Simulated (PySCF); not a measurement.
# WO3(H2O): structure and properties

Aim: find the relaxed shape of WO3(H2O), test it by its vibrations, and read charges and levels. It is a constructed species; whether it can be made isn't addressed.

Computed with PySCF 2.14.0. Level: PBE, W def2-SVP with ECP60, O def2-SVP, H def2-SVP; scalar-relativistic core potentials, no spin–orbit coupling.

1 further run of the same task is left out (for a known fault of the program).

## (1) The starting structure

7 atoms, charge 0, spin multiplicity 1.

Bond lengths: W1–O2 1.510 Å, W1–O3 1.510 Å, W1–O4 1.510 Å, O5–H6 0.970 Å, O5–H7 0.970 Å. Angles: O2–W1–O3 109.5°, O2–W1–O4 109.5°, O3–W1–O4 109.5°, H6–O5–H7 105.1°.

Coordinates:

```mol
H2O4W
  3D, bonds by distance, orders not assigned

  7  5  0  0  0  0  0  0  0  0999 V2000
    0.0000    0.0000    0.0000 W   0  0
    0.8716    0.8716    0.8716 O   0  0
   -0.8716   -0.8716    0.8716 O   0  0
    0.8716   -0.8716   -0.8716 O   0  0
   -1.1778    1.1778   -1.1778 O   0  0
   -1.5184    2.0629   -0.9740 H   0  0
   -1.5184    0.9740   -2.0629 H   0  0
  1  2  8  0
  1  3  8  0
  1  4  8  0
  5  6  8  0
  5  7  8  0
M  END
```

Formal oxidation states: W +6.

## (2) SCF at the start, singlet

run.py (the lines that set the calculation)

```python
mol = gto.M(atom='''
W      0.00000     0.00000     0.00000
O      0.87160     0.87160     0.87160
O     -0.87160    -0.87160     0.87160
O      0.87160    -0.87160    -0.87160
O     -1.17780     1.17780    -1.17780
H     -1.51840     2.06290    -0.97400
H     -1.51840     0.97400    -2.06290''',
    basis={'W': 'def2-SVP', 'O': 'def2-SVP', 'H': 'def2-SVP'},
    ecp={'W': 'def2-SVP'},
    charge=0, spin=0)
mf = dft.RKS(mol, xc='PBE')
mf.grids.atom_grid = (50, 194)
mf = mf.density_fit()  # fitting sets: W def2-universal-JKFIT, O def2-universal-JKFIT, H def2-universal-JKFIT
mf.conv_tol = 1e-08; mf.max_cycle = 55
mf.kernel(dm0)  # dm0: free metal ions and neutral atoms
```

Launch:

```console
OMP_NUM_THREADS=2 python run.py
```

What it wrote:

```text
init E= -377.869829333934
  HOMO = -0.22482508376104  LUMO = -0.0395532510959349  gap/eV = 5.04150
cycle= 1 E= -368.339222650505  delta_E= 9.53  |g|= 1.08  |ddm|= 3.89
  HOMO = -0.168334811403687  LUMO = -0.164067873571714  gap/eV = 0.11611
cycle= 2 E= -366.596696439214  delta_E= 1.74  |g|=  2.4  |ddm|= 4.15
  HOMO = -0.304760690332097  LUMO = -0.078325443048989  gap/eV = 6.16162
cycle= 3 E= -368.435080880296  delta_E= -1.84  |g|= 0.883  |ddm|= 3.94
  HOMO = -0.233036177323644  LUMO = -0.0835005153645199  gap/eV = 4.06907
cycle= 4 E= -368.562703365704  delta_E= -0.128  |g|= 0.322  |ddm|= 0.801
  HOMO = -0.196735770712606  LUMO = -0.0846114800170241  gap/eV = 3.05106
cycle= 5 E= -368.572416940903  delta_E= -0.00971  |g|= 0.226  |ddm|= 0.452
  HOMO = -0.207992033406839  LUMO = -0.0894411430179645  gap/eV = 3.22593
cycle= 6 E= -368.580174525488  delta_E= -0.00776  |g|= 0.11  |ddm|= 0.227
  HOMO = -0.209976609261871  LUMO = -0.0914993941240496  gap/eV = 3.22393
cycle= 7 E= -368.582401889411  delta_E= -0.00223  |g|= 0.0133  |ddm|= 0.0899
  HOMO = -0.209206418173931  LUMO = -0.0917695544659018  gap/eV = 3.19562
cycle= 8 E= -368.582435638335  delta_E= -3.37e-05  |g|= 0.00146  |ddm|= 0.0114
  HOMO = -0.209067158210672  LUMO = -0.0918192273011762  gap/eV = 3.19048
cycle= 9 E= -368.58243605555  delta_E= -4.17e-07  |g|= 0.000389  |ddm|= 0.00188
  HOMO = -0.209063473989479  LUMO = -0.0918456424132685  gap/eV = 3.18966
cycle= 10 E= -368.582436084769  delta_E= -2.92e-08  |g|= 6.16e-05  |ddm|= 0.000343
  HOMO = -0.209055755726991  LUMO = -0.0918505311733995  gap/eV = 3.18932
cycle= 11 E= -368.582436085484  delta_E= -7.16e-10  |g|= 9.63e-06  |ddm|= 6.44e-05
  HOMO = -0.209056430051949  LUMO = -0.0918494612660723  gap/eV = 3.18936
Extra cycle  E= -368.582436085416  delta_E= 6.89e-11  |g|= 2.17e-05  |ddm|= 2.29e-05
converged SCF energy = -368.582436085416
```

Wall time 2.5 s (2 threads of Arm Neoverse V2, shared host); peak memory 0.47 GiB.

It gives: E = -368.582436 Eh, HOMO -5.69 eV, LUMO -2.50 eV, Mulliken charge on W1 +0.69 e. 

## (3) Relaxation, singlet

Steps are kept in the start's point group, Cs.

run.py (the lines that set the calculation)

```python
mol = gto.M(atom='''
W      0.03184    -0.03184     0.03184
O      0.90344     0.83976     0.90344
O     -0.83976    -0.90344     0.90344
O      0.90344    -0.90344    -0.83976
O     -1.14596     1.14596    -1.14596
H     -1.48656     2.03106    -0.94216
H     -1.48656     0.94216    -2.03106''',
    basis={'W': 'def2-SVP', 'O': 'def2-SVP', 'H': 'def2-SVP'},
    ecp={'W': 'def2-SVP'},
    charge=0, spin=0)
mf = dft.RKS(mol, xc='PBE')
mf.grids.atom_grid = (50, 194)
mf = mf.density_fit()  # fitting sets: W def2-universal-JKFIT, O def2-universal-JKFIT, H def2-universal-JKFIT
mf.conv_tol = 1e-08; mf.max_cycle = 55
mf.kernel(dm0)  # dm0: an SCF of this state at this start
# quasi-Newton relaxation in Cartesian coordinates to a largest gradient under 0.00045 Eh/bohr, steps kept in the point group
```

Launch:

```console
OMP_NUM_THREADS=2 python run.py
```

The driver keeps no SCF log for this step, only its results.

Wall time 44 s (2 threads of Arm Neoverse V2, shared host).

Relaxation path:

| step | energy from step 1 (eV) | largest force component (eV/Å) |
| --- | --- | --- |
| 1 | 0.0000 | 14.3018 |
| 2 | -6.7700 | 2.9981 |
| 3 | -7.1368 | 0.8875 |
| 4 | -7.1990 | 0.2198 |
| 5 | -7.2093 | 0.1178 |
| 6 | -7.2107 | 0.0404 |
| 7 | -7.2114 | 0.0700 |
| 8 | -7.2119 | 0.0255 |
| 9 | -7.2122 | 0.0363 |
| 10 | -7.2126 | 0.0481 |
| 11 | -7.2132 | 0.0792 |
| 12 | -7.2142 | 0.0746 |
| 13 | -7.2148 | 0.0409 |
| 14 | -7.2149 | 0.0073 |
| 15 | -7.2150 | 0.0249 |
| 16 | -7.2150 | 0.0041 |

Distances of close pairs at the start and the end, largest changes first:

| bond | before (Å) | after (Å) | change (Å) |
| --- | --- | --- | --- |
| W1–O2 | 1.510 | 1.747 | +0.237 |
| W1–O4 | 1.510 | 1.747 | +0.237 |
| W1–O3 | 1.510 | 1.746 | +0.237 |
| W1–O5 | 2.040 | 2.195 | +0.155 |
| O5–H6 | 0.970 | 0.979 | +0.009 |
| O5–H7 | 0.970 | 0.979 | +0.009 |

It ends in Cs at E = -368.847581 Eh.

```xyz
7
charge 0, multiplicity 1
W     0.07520   -0.02012    0.02012
O     1.07581    0.94177    1.08103
O    -1.01334   -0.98571    0.98571
O     1.07581   -1.08103   -0.94177
O    -1.11118    1.28613   -1.28613
H    -1.61121    2.04853   -0.93064
H    -1.61121    0.93064   -2.04853
```

## (4) The relaxed geometry turned into its symmetry frame

run.py (the lines that set the calculation)

```python
mol = gto.M(atom='''
W      0.03111    -0.02764     0.02764
O      1.03173     0.93425     1.08855
O     -1.05743    -0.99323     0.99323
O      1.03173    -1.08855    -0.93425
O     -1.15527     1.27861    -1.27861
H     -1.65530     2.04101    -0.92312
H     -1.65530     0.92312    -2.04101''',
    basis={'W': 'def2-SVP', 'O': 'def2-SVP', 'H': 'def2-SVP'},
    ecp={'W': 'def2-SVP'},
    charge=0, spin=0)
mf = dft.RKS(mol, xc='PBE')
mf.grids.atom_grid = (50, 194)
mf = mf.density_fit()  # fitting sets: W def2-universal-JKFIT, O def2-universal-JKFIT, H def2-universal-JKFIT
mf.conv_tol = 1e-08; mf.max_cycle = 55
mf.kernel(dm0)  # dm0: free metal ions and neutral atoms
```

Launch:

```console
OMP_NUM_THREADS=2 python run.py
```

What it wrote:

```text
init E= -377.616451428398
  HOMO = -0.219190759493365  LUMO = -0.0999867151443069  gap/eV = 3.24371
cycle= 1 E= -368.365059247251  delta_E= 9.25  |g|= 1.55  |ddm|=  3.7
  HOMO = -0.273406937569384  LUMO = -0.241522651102734  gap/eV = 0.86762
cycle= 2 E= -367.022687138317  delta_E= 1.34  |g|= 2.95  |ddm|= 2.85
  HOMO = -0.174605681489343  LUMO = -0.167730522736311  gap/eV = 0.18708
cycle= 3 E= -366.920032406151  delta_E= 0.103  |g|= 2.46  |ddm|= 4.43
  HOMO = -0.247233654234168  LUMO = -0.123215643784878  gap/eV = 3.37470
cycle= 4 E= -368.840421305629  delta_E= -1.92  |g|= 0.184  |ddm|= 3.62
  HOMO = -0.218585373042984  LUMO = -0.105477537310431  gap/eV = 3.07782
cycle= 5 E= -368.841244686272  delta_E= -0.000823  |g|= 0.167  |ddm|= 0.292
  HOMO = -0.226332514211319  LUMO = -0.110450876602012  gap/eV = 3.15330
cycle= 6 E= -368.841573877755  delta_E= -0.000329  |g|= 0.17  |ddm|= 0.233
  HOMO = -0.231319497600712  LUMO = -0.112696394404217  gap/eV = 3.22790
cycle= 7 E= -368.847369317687  delta_E= -0.0058  |g|= 0.0312  |ddm|= 0.126
  HOMO = -0.229144795366763  LUMO = -0.112628810346909  gap/eV = 3.17056
cycle= 8 E= -368.847566097826  delta_E= -0.000197  |g|= 0.00854  |ddm|= 0.0223
  HOMO = -0.22934456795378  LUMO = -0.112562285528305  gap/eV = 3.17781
cycle= 9 E= -368.847578827103  delta_E= -1.27e-05  |g|= 0.00312  |ddm|= 0.00414
  HOMO = -0.229605636938081  LUMO = -0.112487681501651  gap/eV = 3.18694
cycle= 10 E= -368.847580718133  delta_E= -1.89e-06  |g|= 0.000976  |ddm|= 0.002
  HOMO = -0.229704017725637  LUMO = -0.112436960291507  gap/eV = 3.19100
cycle= 11 E= -368.847580923415  delta_E= -2.05e-07  |g|= 0.000144  |ddm|= 0.00088
  HOMO = -0.229717439327015  LUMO = -0.112438567499378  gap/eV = 3.19132
cycle= 12 E= -368.84758092781  delta_E= -4.39e-09  |g|= 2.09e-05  |ddm|= 0.000136
  HOMO = -0.229718052525046  LUMO = -0.112439338203053  gap/eV = 3.19132
Extra cycle  E= -368.847580926649  delta_E= 1.16e-09  |g|= 7.77e-05  |ddm|= 6.97e-05
converged SCF energy = -368.847580926649
```

It took 2 s on 2 threads of Arm Neoverse V2, shared host.

Result: E = -368.847581 Eh, HOMO -6.25 eV, LUMO -3.06 eV, Mulliken charge on W1 +0.82 e. 

## (5) Harmonic vibrations

Changes to run.py (the lines that set the calculation) since step 4:

```diff
@@ -14,3 +14,4 @@
 mf = mf.density_fit()  # fitting sets: W def2-universal-JKFIT, O def2-universal-JKFIT, H def2-universal-JKFIT
-mf.conv_tol = 1e-08; mf.max_cycle = 55
-mf.kernel(dm0)  # dm0: free metal ions and neutral atoms
+mf.conv_tol = 1e-10; mf.max_cycle = 55
+mf.kernel(dm0)  # dm0: the density of the relaxed state
+# Hessian and dipole derivatives by central differences of gradients, 0.02 bohr
```

Launch:

```console
OMP_NUM_THREADS=2 python run.py
```

No log is kept here; the results follow.

Wall time 71 s (2 threads of Arm Neoverse V2, shared host).

Point group Cs; negative numbers are unstable modes, and those under 60 cm⁻¹ are near the numerical noise:

| cm⁻¹ | km/mol | symmetry |
| --- | --- | --- |
| 57 | 11.8 | a'' |
| 106 | 14.2 | a' |
| 140 | 10.9 | a'' |
| 230 | 37.5 | a' |
| 310 | 22.5 | a' |
| 317 | 1.1 | a'' |
| 321 | 208.0 | a' |
| 404 | 13.3 | a' |
| 613 | 14.2 | a'' |
| 917 | 174.6 | a'' |
| 918 | 176.9 | a' |
| 969 | 8.5 | a' |
| 1564 | 81.1 | a' |
| 3666 | 186.1 | a' |
| 3754 | 221.4 | a'' |

## (6) Properties on a finer grid

run.py (the lines that set the calculation)

```python
mol = gto.M(atom='''
W      0.07520    -0.02012     0.02012
O      1.07581     0.94177     1.08103
O     -1.01334    -0.98571     0.98571
O      1.07581    -1.08103    -0.94177
O     -1.11118     1.28613    -1.28613
H     -1.61121     2.04853    -0.93064
H     -1.61121     0.93064    -2.04853''',
    basis={'W': 'def2-SVP', 'O': 'def2-SVP', 'H': 'def2-SVP'},
    ecp={'W': 'def2-SVP'},
    charge=0, spin=0)
mf = dft.RKS(mol, xc='PBE')
mf.grids.atom_grid = (75, 302)
mf = mf.density_fit()  # fitting sets: W def2-universal-JKFIT, O def2-universal-JKFIT, H def2-universal-JKFIT
mf.conv_tol = 1e-09; mf.max_cycle = 55
mf.kernel(dm0)  # dm0: the density of the relaxed state
```

Launch:

```console
OMP_NUM_THREADS=2 python run.py
```

What it wrote:

```text
init E= -368.847832762776
  HOMO = -0.229769894900917  LUMO = -0.112421913016778  gap/eV = 3.19320
cycle= 1 E= -368.847832693939  delta_E= 6.88e-08  |g|= 0.000802  |ddm|= 0.00111
  HOMO = -0.229632704529399  LUMO = -0.112478767593931  gap/eV = 3.18792
cycle= 2 E= -368.847830477534  delta_E= 2.22e-06  |g|= 0.00345  |ddm|= 0.00278
  HOMO = -0.229719246320039  LUMO = -0.112424274292266  gap/eV = 3.19176
cycle= 3 E= -368.847832815675  delta_E= -2.34e-06  |g|= 0.000109  |ddm|= 0.00232
  HOMO = -0.229730068632452  LUMO = -0.112427735234526  gap/eV = 3.19196
cycle= 4 E= -368.847832817024  delta_E= -1.35e-09  |g|= 8.22e-05  |ddm|= 0.000134
  HOMO = -0.229730540489471  LUMO = -0.112428409794468  gap/eV = 3.19195
cycle= 5 E= -368.847832818396  delta_E= -1.37e-09  |g|= 1.36e-05  |ddm|= 6.49e-05
  HOMO = -0.229730248778171  LUMO = -0.112428490661717  gap/eV = 3.19194
cycle= 6 E= -368.847832818433  delta_E= -3.72e-11  |g|= 4.73e-06  |ddm|= 1.15e-05
  HOMO = -0.229730168535091  LUMO = -0.112427965256959  gap/eV = 3.19196
Extra cycle  E= -368.847832818419  delta_E= 1.36e-11  |g|= 9.72e-06  |ddm|= 8.78e-06
converged SCF energy = -368.847832818419
```

Wall time 9.1 s (2 threads of Arm Neoverse V2, shared host).

Result: E = -368.847833 Eh, HOMO -6.25 eV, LUMO -3.06 eV, Mulliken charge on W1 +0.82 e, largest force component 0.028 eV/Å. 

Löwdin charges:

| atom | value (e) |
| --- | --- |
| W1 | 0.14 |
| O2 | -0.18 |
| O3 | -0.18 |
| O4 | -0.18 |
| O5 | 0.07 |
| H6 | 0.16 |
| H7 | 0.16 |

Mulliken charges: W1 +0.82, O2 -0.36, O3 -0.36, O4 -0.36, O5 -0.24, H6 +0.25, H7 +0.25 e.

Contacts (the nearest donor of each ligand) and Mayer bond orders:

| contact | distance (Å) | bond order |
| --- | --- | --- |
| W1–O2 (O) | 1.747 | 2.05 |
| W1–O3 (O) | 1.746 | 2.05 |
| W1–O4 (O) | 1.747 | 2.05 |
| W1–O5 (H2O) | 2.195 | 0.41 |

Mulliken populations of W1 outside the core potential: s 2.41, p 6.42, d 4.16, f 0.19.

The fields below are evaluated on a grid from the run's orbitals.

Frontier orbitals at PBE, with the share of their density that lies nearest to each atom:

| orbital | energy (eV) | lies on |
| --- | --- | --- |
| HOMO | -6.25 | O2, O3, O4 about 33 % each |
| LUMO | -3.06 | H6, H7 about 25 % each; W1 20 %; O5 17 % |

ELF in a plane through or near 4 of the atoms.

Ten even steps from '0' (0.00) to '9' (0.96):
```
0000000000000000000000000000
0000000000000000000000000000
0000000000000000000000000000
0000001233221000000000000000
0000013456543100000000000000
0000014677654200000121000000
0000024678753200006887300000
0000024566432100139999610000
0000012333667413579998410000
0000000026537725866774000000
0000000026537725866774000000
0000012333667412579998410000
0000024566432100138999610000
0000024678753200006887300000
0000014677654200000121000000
0000003456543100000000000000
0000001233221000000000000000
0000000000000000000000000000
0000000000000000000000000000
0000000000000000000000000000
```
The map spans 9.0 Å across and 8.1 Å up, centred on the molecule. Atoms in the plane (x, y in Å): W1 (-0.8, 0.0), O5 (1.3, 0.0), H6 (1.9, 0.8), H7 (1.9, -0.8).

log10 of the density (e/Å³) in the same plane.

Ten even steps from '0' (-4.0) to '9' (0.9):
```
0000000000000000000000000000
0000000011111100000000000000
0000012233332211000000000000
0000124445444322110000000000
0001235566655433222221000000
0012345677765543333333100000
0012346778776544445554321000
0012346678877655667776431000
0122345678998866788886532000
0122345678989977899876532000
0122345678989977899876532000
0122345678998866788886532000
0012346678877655667776431000
0012346778776544445554320000
0012345677765543333333100000
0001235566655433222221000000
0000123445444322110000000000
0000012233332211000000000000
0000000011111100000000000000
0000000000000000000000000000
```
The map spans 9.0 Å across and 8.1 Å up, centred on the molecule. Atoms in the plane (x, y in Å): W1 (-0.8, 0.0), O5 (1.3, 0.0), H6 (1.9, 0.8), H7 (1.9, -0.8).

On the surface of density 0.002 e/bohr³ the electrostatic potential runs, from the 1st to the 99th percentile, from -1.95 V near O3 to 4.70 V near H6.

## (7) Summary of results

| quantity | value |
| --- | --- |
| state and point group | singlet, Cs |
| modes | 57 to 3754 cm⁻¹, none unstable |
| strongest infrared band (modes within 1.5 cm⁻¹ summed) | 917 cm⁻¹ (351 km/mol) |
| zero-point energy | 0.886 eV |
| ideal gas, 298 K, 1 bar | S = 366.1, Cp = 102.1 J/(mol K) |
| metal–ligand contacts | 1.75 to 2.20 Å |
| frontier levels | HOMO -6.25 eV, LUMO -3.06 eV |
| dipole | 9.61 D |
| mean polarisability | 6.7 Å³ |

**Reading.** All modes are real within the noise of the softest ones, so the structure is a minimum. The metal carries +0.14 e by Löwdin's partition against a formal +6, and bond orders to the nearest donors reach 2.05. Both measures hang on the basis. One start shape was tried, so another isomer may lie lower. These are double-zeta-type bases without diffuse functions. Spin–orbit coupling is left out.
